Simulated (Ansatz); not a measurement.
# AsSe4: the cost of one run

Method: DFT PBE, scalar-relativistic, plane waves, PAW, in Ansatz 0.2.0.

## Step 1: The starting structure

It takes space group Cmmm (No. 65, orthorhombic). Conventional cell: a = 8.071 Å, b = 8.475 Å, c = 3.624 Å, α = 90.00°, β = 90.00°, γ = 90.00°. As (site symmetry mmm) is surrounded by 6 Se at 2.30 to 2.42 Å. Se (site symmetry m2m) has 2 As at 2.42 Å in its first shell of neighbours. Se (site symmetry 2mm) is surrounded by 1 As at 2.30 Å.

Coordinates:

```
As Se
1.0
     4.03538   -4.23743    0.00000
     4.03538    4.23743    0.00000
     0.00000    0.00000    3.62365
As Se
1 4
Direct
  0.00000 0.00000 0.00000
  0.81060 0.18940 0.50000
  0.18940 0.81060 0.50000
  0.28520 0.28520 0.00000
  0.71480 0.71480 0.00000
```

The cell is invented: species swapped into a database cell of OsCl4 (Cmmm, No. 65), with As on the Os sites and Se on the Cl sites. Lengths come from tabulated atomic sizes and are only a guess.

## Step 2: Probe: one point on a coarse mesh

input.yaml

```yaml
crystal:
  lattice:
    - [4.03537952, -4.23742858, 0.0]
    - [4.03537952, 4.23742858, 0.0]
    - [0.0, 0.0, 3.62364763]
  atoms:
    - { symbol: As, position: [0.0, 0.0, 0.0] }
    - { symbol: Se, position: [0.81059999, 0.18940001, 0.5] }
    - { symbol: Se, position: [0.18940001, 0.81059999, 0.5] }
    - { symbol: Se, position: [0.2852, 0.2852, 0.0] }
    - { symbol: Se, position: [0.7148, 0.7148, 0.0] }
basis:
  ecutwfc: 420
kpoints:
  mp_grid: { grid: [4, 4, 6] }
hamiltonian:
  xc: pbe
scf:
  occupations: { method: gaussian, width: 0.1 }
  lower_state_search: "off"
output:
  forces: true
  stress: true
  eigenvalues: true
```

Started as:

```sh
> ansatz run input.yaml --threads 1 --pin off --max-ram 2560MiB --backend cpu --events-out ev --progress --plain --runs-dir out
```

What time and memory should one allow on 1 thread of Intel Xeon at 2.50GHz (Skylake/Cascade Lake), shared host?

About 16 s, with a peak of 0.46 GiB.
